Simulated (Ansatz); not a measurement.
# HfGe (Pm-3m) in Ansatz: notebook

Aim: see how the results for HfGe move with the level of theory and the settings. Levels: HSE06, HSE03, HSEsol. Tasks: band structure.

Everything below comes from runs of Ansatz 0.2.0. Logs are shortened: lines on timing, memory, paths and dates and some standing lists are left out, and cuts for length are marked.

## Step 1: The structure

Symmetry: Pm-3m, No. 221, cubic system. Conventional cell: a = 3.501 Å, b = 3.501 Å, c = 3.501 Å, α = 90.00°, β = 90.00°, γ = 90.00°. Around Hf (site symmetry m-3m) lie 8 Ge at 3.03 Å. Around Ge (site symmetry m-3m) lie 8 Hf at 3.03 Å.

The cell was built by a generator and needn't be a form met in nature.

## Step 2: Band structure, HSE06

The input, input:

```
crystal:
  lattice:
    - [3.50083787, 0.0, 0.0]
    - [0.0, 3.50083787, 0.0]
    - [0.0, 0.0, 3.50083787]
  atoms:
    - { symbol: Hf, position: [0.0, 0.0, 0.0] }
    - { symbol: Ge, position: [0.5, 0.5, 0.5] }
hamiltonian:
  xc: hse06
  pseudopotentials: { kind: paw }
kpoints:
  mp_grid: { grid: [4, 4, 4] }
  band_path:
    path:
      - [[0.0, 0.0, 0.0], [0.0, 0.5, 0.0], [0.5, 0.5, 0.0], [0.0, 0.0, 0.0], [0.5, 0.5, 0.5], [0.0, 0.5, 0.0]]
      - [[0.5, 0.5, 0.0], [0.5, 0.5, 0.5]]
    npoints: 4
scf:
  occupations: { method: fermi_dirac, width: 0.05 }
  n_extra_bands: 6
output:
  forces: true
  stress: true
  eigenvalues: true
  fatbands: false
  write_density: true
  write_potential: true
  elf: true
  volumetric_format: npy
```

Potentials or basis: Ansatz PAW.

The log of the run:

```text
Warning: output.stress: scf.convergence.dr2_threshold = 1e-7 eV (the SCF's general default) is looser than the 2e-10 eV advised for a printed stress (1e-10 eV for each atom of the cell: 2). What an SCF threshold leaves in a stress goes as its square root, and in the free energy as the threshold itself, and one threshold admits the most on a small cell: of the crystals measured, under no hybrid functional and no lock of the moments, on runs that ended without the residual-converged pass, on stresses that held no estimate of that error, the worst erred by over 100 MPa in a component at 1e-7 eV an atom and by under 5 at 1e-10. Set scf.convergence.dr2_threshold to 2e-10 eV or tighter. The threshold is an SCF's pass mark: one that does not reach it within its budget of iterations ends unconverged, or closes short of it on a stop that the run arms, and scf.convergence.dr2_threshold's page says what that costs each kind of run
Warning: output.stress: scf.exx.energy_threshold = 1e-6 eV is looser than the 2e-8 eV advised for a stress under a hybrid functional (1e-8 eV for each atom of the cell: 2). Every SCF of the exchange loop can meet its threshold on dr2 while the loop round them stops early: no threshold on dr2 bounds what that leaves in the stress. Set scf.exx.energy_threshold to 2e-8 eV or tighter. The threshold is the loop's pass mark: a loop that does not reach it within its budget of cycles ends unconverged, and scf.exx.energy_threshold's page has the law
scf.n_extra_bands = 6 over 20 filled bands (N_el = 40.0): the run solves 26 bands
GPUs: using 1 of 1 available (devices: 1).
Engine: ansatz 0.2.0, x86_64-unknown-linux-gnu
Pseudopotentials: kind: paw
Pseudopotential: Hf, paw, valence charge 26, recommended cutoff 420 eV (normal), Hf.paw.azcp
Pseudopotential: Ge, paw, valence charge 14, recommended cutoff 420 eV (normal), Ge.paw.azcp
Functional definition: HSE06
  parameter a = 0.25
  parameter omega = 0.11/bohr
  exchange = pbe_x - a*pbe_x_sr(omega) + a*exact_x_sr(omega)
  correlation = pbe_c
device memory: the entry about to start is reckoned to put 0.5 GiB on a device that reports 71.8 GiB free (of which the cap on the GPU budget leaves the run 18.0 GiB)
GPU FFT provider: cuFFT
GPU libraries: cuBLAS 13.8.2, cuFFT 12.4.0, cuSOLVER 12.3.4
Crystal: 2 atoms, lattice volume = 42.906 Å³
Basis set: ecut = 420 eV, 847 PW (Γ), exchange–correlation on 48×48×48 points (8 copies of the dense FFT grid, shifted against one another)
Bands: 26, of which v1, the nominal top of the filled ones, is band 20 counted from 1 (19 counted from 0)
Symmetry: 48 space group operations
Space group: Pm-3m (ITA 221), of the structure as read, at distance tolerance 3.5e-5 Å
k-points: 10 of 64
Non-local potential: Hf, projectors of the file, l = 0: 3, l = 1: 2, l = 2: 2, l = 3: 3
Non-local potential: Ge, projectors of the file, l = 0: 2, l = 1: 2, l = 2: 3, l = 3: 1
PAW form: soft (Blöchl's): semilocal exchange-correlation on the pseudo side does not see the compensation charge
PAW frozen core: Hf, regenerated for the run's functional, and the local potential with it (the file was generated under x = pbe(κ = 0.804, μ = 0.2195149727645171), c = pbe(β = 0.06672455060314922))
PAW frozen core: Ge, regenerated for the run's functional, and the local potential with it (the file was generated under x = pbe(κ = 0.804, μ = 0.2195149727645171), c = pbe(β = 0.06672455060314922))
PAW one-centre angular grid: Hf, 590 points (default); XC on 64 Gauss nodes
PAW one-centre angular grid: Ge, 590 points (default); XC on 64 Gauss nodes
Initial density: superposition of atomic densities (neutral atoms: chi_scale 0, normalization atom), corrected by the library's trained network
Initial wavefunctions: pseudopotential atomic-orbital guess
GPU buffer pool allocated for 13824 grid points (all kernels)
GPU transforms: local potential and band sums: pruned to the plane-wave sphere, on 24×24×24
Functional: x = pbe(κ = 0.804, μ = 0.2195149727645171), c = pbe(β = 0.06672455060314922), warm-up for x = pbe(κ = 0.804, μ = 0.2195149727645171) + 0.25 (exact − pbe) at short range (hse, ω = 0.20786987370883472 Å⁻¹), c = pbe(β = 0.06672455060314922); HSE06 as pw.x's `hse` composes it (authors' and Libxc's form: `xc: wpbeh`)
SCF iter   1: F=—  HF=-20016.642044 eV  |F-HF|=—  |Δ(HF+E_count)|=         —  Δρ=8.73e-3  dr2=1.61e-2  ethr=1.77e-3  ⟨swp⟩=5.9  Hψ=958  notcnv=0
preconditioner: auto → none  [insulator: Δε(μ)=0.160 eV  Ē_g=20.307 eV  σ=0.050 eV  W_gap=0.62  n_scr=18 (ndim 8)  ℏωp=34.9 eV  f_vac=0.000  D(μ)=2.49/eV (n_scr^D=26)]
SCF iter   2: F=—  HF=-20016.643485 eV  |F-HF|=—  |Δ(HF+E_count)|=   1.44e-3  Δρ=4.50e-3  dr2=4.28e-3  ethr=4.01e-5  ⟨swp⟩=3.7  Hψ=518  notcnv=0
iter 3 solved again at ethr=3.07e-7 eV; its pass at ethr=1.07e-5 eV (dr2=1.23e-4 eV) is discarded
SCF iter   3: F=—  HF=-20016.644391 eV  |F-HF|=—  |Δ(HF+E_count)|=   9.06e-4  Δρ=6.86e-4  dr2=1.38e-4  ethr=3.07e-7  ⟨swp⟩=3.4  Hψ=1151  notcnv=0
SCF iter   4: F=—  HF=-20016.644115 eV  |F-HF|=—  |Δ(HF+E_count)|=   2.76e-4  Δρ=9.54e-5  dr2=1.29e-6  ethr=3.07e-7  ⟨swp⟩=4.0  Hψ=742  notcnv=0
SCF iter   5: F=—  HF=-20016.644115 eV  |F-HF|=—  |Δ(HF+E_count)|=   3.96e-7  Δρ=4.27e-5  dr2=4.22e-7  ethr=3.24e-9  ⟨swp⟩=4.0  Hψ=777  notcnv=0
SCF iter   6: F=—  HF=-20016.644115 eV  |F-HF|=—  |Δ(HF+E_count)|=   2.82e-7  Δρ=1.32e-5  dr2=2.79e-8  ethr=1.05e-9  ⟨swp⟩=3.2  Hψ=633  notcnv=0
SCF iter   7: F=—  HF=-20016.644115 eV  |F-HF|=—  |Δ(HF+E_count)|=   1.31e-8  Δρ=2.26e-6  dr2=7.62e-10  ethr=6.98e-11  ⟨swp⟩=3.0  Hψ=498  notcnv=0
SCF iter   8: F=-20016.644115 eV  HF=-20016.644115 eV  |F-HF|=6.55e-11  |Δ(HF+E_count)|=  6.48e-10  Δρ=4.98e-7  dr2=6.34e-11  ethr=1.91e-12  ⟨swp⟩=3.5  Hψ=672  notcnv=0
[... 29 lines left out ...]
preconditioner: auto → none  [insulator: Δε(μ)=0.420 eV  Ē_g=23.547 eV  σ=0.050 eV  W_gap=0.83  n_scr=18 (ndim 8)  ℏωp=34.9 eV  f_vac=0.000  D(μ)=1.07/eV (n_scr^D=6)]
SCF iter   2: F=—  HF=-20017.669632 eV  |F-HF|=—  |Δ(HF+E_count)|=   2.69e-6  Δρ=5.77e-5  dr2=3.31e-7  ethr=7.54e-9  ⟨swp⟩=4.0  Hψ=817  notcnv=0
SCF iter   3: F=—  HF=-20017.669632 eV  |F-HF|=—  |Δ(HF+E_count)|=   1.48e-7  Δρ=2.63e-5  dr2=9.11e-8  ethr=7.94e-10  ⟨swp⟩=3.1  Hψ=526  notcnv=0
SCF iter   4: F=—  HF=-20017.669632 eV  |F-HF|=—  |Δ(HF+E_count)|=   2.02e-9  Δρ=5.86e-6  dr2=2.35e-8  ethr=2.25e-10  ⟨swp⟩=3.2  Hψ=590  notcnv=0
SCF iter   5: F=-20017.669632 eV  HF=-20017.669632 eV  |F-HF|=8.22e-10  |Δ(HF+E_count)|=   1.66e-8  Δρ=1.28e-6  dr2=9.65e-10  ethr=5.68e-11  ⟨swp⟩=3.0  Hψ=626  notcnv=0
SCF 3 converged in 5 iterations: F = -20017.669632 eV  dr2 = 9.65e-10
  Residual-converged pass: ⟨swp⟩=3.0  Hψ=499  notcnv=0  max |occ|·‖R‖ = 2.4e-6 eV (tolerance 2.4e-6 eV)  dr2=9.46e-10  dr2_onsite=3.28e-10  max |Δocc| = 7.7e-13
hybrid outer 2: dexx = +1.585e-6 eV, tail = 2.36e-7 eV, Δε = 6.16e-3 eV (about 3.46e-4 eV left of the loop's levels)
GPU FFT provider: cuFFT
GPU libraries: cuBLAS 13.8.2, cuFFT 12.4.0, cuSOLVER 12.3.4
GPU buffer pool allocated for 13824 grid points (all kernels)
GPU transforms: local potential and band sums: pruned to the plane-wave sphere, on 24×24×24
Exchange kernel: α = 0.2500, screened, ω = 0.2079 Å⁻¹, Wigner–Seitz truncation, v(0) = 1017.1800 eV·Å³, q-mesh 4×4×4, nearest image of the exchange supercell L = 14.00 Å, pair-density grid 18×18×18, without the augmentation charges, whose exchange is taken in its separable form by FFT convolution over the k-point mesh (sized by the pseudopotential files, 24×24×24 at the most), smooth part of the exact exchange by density-matrix convolution in up to 1.37 GiB of GPU memory as planned if the GPU has room (build and FFT work areas not counted)
Frozen-core exchange: fock
SCF iter   1: F=—  HF=-20017.669632 eV  |F-HF|=—  |Δ(HF+E_count)|=         —  Δρ=5.09e-6  dr2=3.00e-9  ethr=2.95e-9  ⟨swp⟩=3.1  Hψ=550  notcnv=0
preconditioner: auto → none  [insulator: Δε(μ)=0.419 eV  Ē_g=23.547 eV  σ=0.050 eV  W_gap=0.83  n_scr=18 (ndim 8)  ℏωp=34.9 eV  f_vac=0.000  D(μ)=1.07/eV (n_scr^D=6)]
SCF iter   2: F=-20017.669632 eV  HF=-20017.669632 eV  |F-HF|=5.02e-10  |Δ(HF+E_count)|=   1.78e-9  Δρ=2.66e-6  dr2=6.92e-10  ethr=7.13e-12  ⟨swp⟩=4.2  Hψ=751  notcnv=0
SCF 4 converged in 2 iterations: F = -20017.669632 eV  dr2 = 6.92e-10
  Residual-converged pass: ⟨swp⟩=2.0  Hψ=395  notcnv=0  max |occ|·‖R‖ = 2.3e-6 eV (tolerance 2.4e-6 eV)  dr2=6.91e-10  dr2_onsite=3.41e-10  max |Δocc| = 1.0e-14
hybrid outer 3: dexx = +1.904e-9 eV, tail = 2.33e-9 eV, Δε = 2.24e-4 eV (about 4.90e-5 eV left of the loop's levels), ΔF = 2.32e-26 eV/Å (tail inf)
device memory: the entry about to start is reckoned to put 0.4 GiB on a device that reports 71.7 GiB free (of which the cap on the GPU budget leaves the run 18.0 GiB)
NSCF: frozen V_eff on 26 k-points, pencils in batches of 32, up to order 116
hybrid SCF converged: 3 outer / 12 inner (+8 warm-up), last move |dexx| = 1.90e-9 eV, tail = 2.33e-9 eV
Stability not checked: this state was not tested for a lower state beside it, because the functional holds exact exchange (a hybrid, or Hartree-Fock), whose exchange loop this test does not read (fock_operator; see scf.lower_state_search)
Free energy (F): -20017.669632 eV
Frozen-core exchange: fock
Harris-Foulkes:  -20017.669632 eV  (|F-HF|=5.02e-10)
Internal energy: -20017.660733 eV  (E = F + TS)
E sigma→0 (E₀):  -20017.665183 eV
Entropy (-TS):   -0.008898 eV (-4.449 meV/atom)
Fermi energy:    15.313698 eV
--- Per-component energies (eV) ---
  E_band       = -263.174323
  E_kinetic    = 523.576194
  E_local      = -7570.314374  (includes V_loc(G=0)·N_el)
  E_nonlocal   = -842.828887
  E_hartree    = 3464.038986
  E_xc         = -295.482131
  E_vxc        = -259.113757  (∫ρ·V_xc dr)
  E_exx        = -168.493285  (= α·E_x^exact, valence–valence)
  E_paw        = -8839.999984  (= ΣΔE_a)
  E_vpaw       = 1294.413994  (= ΣTr[D̂ρ^β])
  E_aug_tail   = 0.000301  (compensation charges beyond the density's cutoff)
  E_ewald      = -6288.944202
  E_core_change = 0.786648  (= ΣΔE_core)
  E_smearing   = -0.008898  (= −TS)
  E_closure    = -0.000000  (closes the sum)
  Σ components = -20017.669632   (vs F -20017.669632, Δ=0.00e0)
--- Forces (eV/Å), atoms counted from 1 ---
  atom   1  Hf     0.00000000    -0.00000000    -0.00000000
  atom   2  Ge    -0.00000000    -0.00000000     0.00000000
  max |Σ_I F_I| component: 1.88e-26 eV/Å
--- Stress (GPa, compression-positive) ---
      -11.753060       0.000000       0.000000
        0.000000     -11.753060       0.000000
        0.000000       0.000000     -11.753060
  P = ⅓ Tr σ = -11.7531 GPa (-117.531 kbar)
--- Band table (eV; the first three rows and the last of 10) ---
  k-point 0: bands = ["-51.0526", "-18.1803", "-18.1803", "-18.1803", "-12.3964", "-12.3964", "-12.3824", "-12.3824", "-12.3824", "-1.0610", "-1.0498", "-1.0498", "-1.0498", "-1.0269", "-1.0269", "-1.0269", "2.9735", "13.6458", "13.6458", "16.9222", "16.9222", "16.9222", "18.9295", "18.9295", "18.9295", "19.4092"]
  k-point 1: bands = ["-51.0491", "-18.2877", "-18.1712", "-18.1712", "-12.3956", "-12.3849", "-12.3836", "-12.3836", "-12.3820", "-1.0622", "-1.0519", "-1.0468", "-1.0468", "-1.0368", "-1.0236", "-1.0236", "3.8677", "11.3205", "14.0464", "15.6533", "15.6533", "17.0030", "19.0854", "20.7414", "20.7414", "22.1480"]
  k-point 2: bands = ["-51.0456", "-18.3907", "-18.1614", "-18.1614", "-12.3948", "-12.3846", "-12.3846", "-12.3815", "-12.3736", "-1.0634", "-1.0541", "-1.0461", "-1.0443", "-1.0443", "-1.0197", "-1.0197", "5.4845", "8.3977", "14.5456", "14.8812", "14.8812", "19.2509", "20.0453", "21.9061", "22.0670", "23.3836"]
  k-point 9: bands = ["-51.0318", "-18.3347", "-18.3347", "-18.3347", "-12.3886", "-12.3886", "-12.3886", "-12.3623", "-12.3623", "-1.0794", "-1.0386", "-1.0386", "-1.0386", "-1.0351", "-1.0351", "-1.0351", "8.4710", "10.8232", "10.8232", "10.8232", "18.4629", "18.4629", "18.4629", "20.5153", "20.5153", "22.1729"]
```

It took 18 s on 1 × NVIDIA H100 80GB HBM3 with 2 threads of AMD EPYC 7R13 (Zen 3), shared host; peak memory 1.8 GiB.

What came out:

```
Free energy            : -20017.6696 eV
Pressure               : -11.8 GPa
Band gap on the k mesh : none (metal or under the smearing width)
```

Levels at the corners of the path, in eV from the Fermi level:
```
point  band 18  band 19  band 20  band 21  band 22  band 23
    Γ    -1.67    -1.67     1.61     1.61     1.61     3.62
    X    -6.92    -0.77    -0.43    -0.43     3.94     4.73
    M    -3.58    -3.58    -2.20     1.82     1.82     3.71
    Γ    -1.67    -1.67     1.61     1.61     1.61     3.62
    R    -4.49    -4.49    -4.49     3.15     3.15     3.15
    X    -6.92    -0.77    -0.43    -0.43     3.94     4.73
    M    -3.58    -3.58    -2.20     1.82     1.82     3.71
    R    -4.49    -4.49    -4.49     3.15     3.15     3.15
```

Caveat: the k mesh is coarse (spacing up to 0.45 Å⁻¹), so the values aren't converged, least of all with exact exchange; spin-orbit coupling is left out, which moves the levels of the heavy elements; the PAW data sets come from PBE, with cores solved anew for the run's functional, which leaves a small shift of forces and pressure; the thresholds are loose for stress.

## Step 3: Band structure, HSE03

input, as its differences from that of step 2:

```diff
@@ -9,3 +9,3 @@
 hamiltonian:
-  xc: hse06
+  xc: { exchange: pbe, correlation: pbe, exx: { coeff: 0.25, omega: 0.3 } }
   pseudopotentials: { kind: paw }
@@ -26,5 +26 @@
   fatbands: false
-  write_density: true
-  write_potential: true
-  elf: true
-  volumetric_format: npy
```

Potentials or basis: Ansatz PAW.

The log of the run:

```text
Warning: output.stress: scf.convergence.dr2_threshold = 1e-7 eV (the SCF's general default) is looser than the 2e-10 eV advised for a printed stress (1e-10 eV for each atom of the cell: 2). What an SCF threshold leaves in a stress goes as its square root, and in the free energy as the threshold itself, and one threshold admits the most on a small cell: of the crystals measured, under no hybrid functional and no lock of the moments, on runs that ended without the residual-converged pass, on stresses that held no estimate of that error, the worst erred by over 100 MPa in a component at 1e-7 eV an atom and by under 5 at 1e-10. Set scf.convergence.dr2_threshold to 2e-10 eV or tighter. The threshold is an SCF's pass mark: one that does not reach it within its budget of iterations ends unconverged, or closes short of it on a stop that the run arms, and scf.convergence.dr2_threshold's page says what that costs each kind of run
Warning: output.stress: scf.exx.energy_threshold = 1e-6 eV is looser than the 2e-8 eV advised for a stress under a hybrid functional (1e-8 eV for each atom of the cell: 2). Every SCF of the exchange loop can meet its threshold on dr2 while the loop round them stops early: no threshold on dr2 bounds what that leaves in the stress. Set scf.exx.energy_threshold to 2e-8 eV or tighter. The threshold is the loop's pass mark: a loop that does not reach it within its budget of cycles ends unconverged, and scf.exx.energy_threshold's page has the law
scf.n_extra_bands = 6 over 20 filled bands (N_el = 40.0): the run solves 26 bands
GPUs: using 1 of 1 available (devices: 1).
[... 4 set-up lines as earlier in the session ...]
Functional definition: unnamed
  parameter a_1 = 0.25
  parameter omega_1 = 0.3/angstrom
  exchange = pbe_x + (-a_1)*pbe_x_sr(omega_1) + a_1*exact_x_sr(omega_1)
[... 1 set-up line as earlier in the session ...]
device memory: the entry about to start is reckoned to put 0.5 GiB on a device that reports 51.0 GiB free (of which the cap on the GPU budget leaves the run 18.0 GiB)
GPU FFT provider: cuFFT
GPU libraries: cuBLAS 13.8.2, cuFFT 12.4.0, cuSOLVER 12.3.4
Crystal: 2 atoms, lattice volume = 42.906 Å³
Basis set: ecut = 420 eV, 847 PW (Γ), exchange–correlation on 48×48×48 points (8 copies of the dense FFT grid, shifted against one another)
Bands: 26, of which v1, the nominal top of the filled ones, is band 20 counted from 1 (19 counted from 0)
[... 2 set-up lines as earlier in the session ...]
k-points: 10 of 64
[... 7 set-up lines as earlier in the session ...]
[... 71 lines left out ...]
Harris-Foulkes:  -20017.700102 eV  (|F-HF|=8.69e-10)
Internal energy: -20017.690228 eV  (E = F + TS)
E sigma→0 (E₀):  -20017.695165 eV
Entropy (-TS):   -0.009874 eV (-4.937 meV/atom)
Fermi energy:    15.335964 eV
--- Per-component energies (eV) ---
  E_band       = -255.898449
  E_kinetic    = 523.741571
  E_local      = -7570.971864  (includes V_loc(G=0)·N_el)
  E_nonlocal   = -842.746709
  E_hartree    = 3464.548493
  E_xc         = -299.453773
  E_vxc        = -262.231626  (∫ρ·V_xc dr)
  E_exx        = -161.534164  (= α·E_x^exact, valence–valence)
  E_paw        = -8843.092521  (= ΣΔE_a)
  E_vpaw       = 1290.282544  (= ΣTr[D̂ρ^β])
  E_aug_tail   = 0.000301  (compensation charges beyond the density's cutoff)
  E_ewald      = -6288.944202
  E_core_change = 0.762640  (= ΣΔE_core)
  E_smearing   = -0.009874  (= −TS)
  E_closure    = -0.000000  (closes the sum)
  Σ components = -20017.700102   (vs F -20017.700102, Δ=-3.64e-12)
--- Forces (eV/Å), atoms counted from 1 ---
  atom   1  Hf     0.00000000    -0.00000000     0.00000000
  atom   2  Ge     0.00000000    -0.00000000    -0.00000000
  max |Σ_I F_I| component: 2.58e-26 eV/Å
--- Stress (GPa, compression-positive) ---
      -11.471288      -0.000000      -0.000000
       -0.000000     -11.471288      -0.000000
        0.000000       0.000000     -11.471288
  P = ⅓ Tr σ = -11.4713 GPa (-114.713 kbar)
--- Band table (eV; the first three rows and the last of 10) ---
  k-point 0: bands = ["-50.8406", "-17.9843", "-17.9843", "-17.9843", "-12.2107", "-12.2107", "-12.1970", "-12.1970", "-12.1970", "-0.8580", "-0.8468", "-0.8468", "-0.8468", "-0.8243", "-0.8243", "-0.8243", "3.1862", "13.7366", "13.7366", "16.8556", "16.8556", "16.8556", "18.7938", "18.7938", "18.7938", "19.3033"]
  k-point 1: bands = ["-50.8371", "-18.0899", "-17.9755", "-17.9755", "-12.2099", "-12.1993", "-12.1980", "-12.1980", "-12.1965", "-0.8592", "-0.8489", "-0.8438", "-0.8438", "-0.8340", "-0.8211", "-0.8211", "4.0741", "11.4509", "14.1329", "15.6078", "15.6078", "16.9452", "18.9457", "20.6125", "20.6125", "22.0181"]
  k-point 2: bands = ["-50.8336", "-18.1927", "-17.9665", "-17.9665", "-12.2092", "-12.1991", "-12.1991", "-12.1961", "-12.1880", "-0.8604", "-0.8510", "-0.8432", "-0.8414", "-0.8414", "-0.8173", "-0.8173", "5.6721", "8.5954", "14.6247", "14.8740", "14.8740", "19.1071", "19.9168", "21.8229", "21.9666", "23.2364"]
  k-point 9: bands = ["-50.8197", "-18.1378", "-18.1378", "-18.1378", "-12.2029", "-12.2029", "-12.2029", "-12.1766", "-12.1766", "-0.8760", "-0.8358", "-0.8358", "-0.8358", "-0.8323", "-0.8323", "-0.8323", "8.6334", "10.9652", "10.9652", "10.9652", "18.4047", "18.4047", "18.4047", "20.3866", "20.3866", "22.0608"]
```

bands.tsv:

```text
# k_distance	band_0	band_1	band_2	band_3	band_4	band_5	band_6	band_7	band_8	band_9	band_10	band_11	band_12	band_13	band_14	band_15	band_16	band_17	band_18	band_19	band_20	band_21	band_22	band_23	band_24	band_25
[... 40 lines left out ...]
6.560299	-66.156711	-33.477522	-33.477522	-33.446573	-27.540133	-27.538962	-27.538962	-27.515855	-27.512677	-16.210520	-16.173125	-16.173125	-16.171451	-16.168779	-16.168779	-16.165815	-7.361494	-4.250102	-4.250102	-3.320803	1.479312	2.823059	2.823059	5.030383	5.499320	7.898259
6.784645	-66.155703	-33.473773	-33.473773	-33.473773	-27.538839	-27.538839	-27.538839	-27.512610	-27.512610	-16.211971	-16.171715	-16.171715	-16.171715	-16.168305	-16.168305	-16.168305	-6.702572	-4.370764	-4.370764	-4.370764	3.068757	3.068757	3.068757	5.050592	5.050592	6.724829
```

Wall time 19 s (1 × NVIDIA H100 80GB HBM3 with 2 threads of AMD EPYC 7R13 (Zen 3), shared host); peak memory 1.8 GiB.

Results:

```yaml
Free_energy: -20017.7001 eV
Pressure: -11.5 GPa
Band_gap_on_the_k_mesh: none (metal or under the smearing width)
```

Levels at the corners of the path, in eV from the Fermi level:
```csv
point,band 18,band 19,band 20,band 21,band 22,band 23
Γ,-1.60,-1.60,1.52,1.52,1.52,3.46
X,-6.74,-0.71,-0.46,-0.46,3.77,4.58
M,-3.46,-3.46,-2.13,1.69,1.69,3.59
Γ,-1.60,-1.60,1.52,1.52,1.52,3.46
R,-4.37,-4.37,-4.37,3.07,3.07,3.07
X,-6.74,-0.71,-0.46,-0.46,3.77,4.58
M,-3.46,-3.46,-2.13,1.69,1.69,3.59
R,-4.37,-4.37,-4.37,3.07,3.07,3.07
```

Caveat: the k mesh is coarse (spacing up to 0.45 Å⁻¹), so the values aren't converged, least of all with exact exchange; spin-orbit coupling is left out, which moves the levels of the heavy elements; the PAW data sets come from PBE, with cores solved anew for the run's functional, which leaves a small shift of forces and pressure; the thresholds are loose for stress.

(Continued in part 2 of 2.)
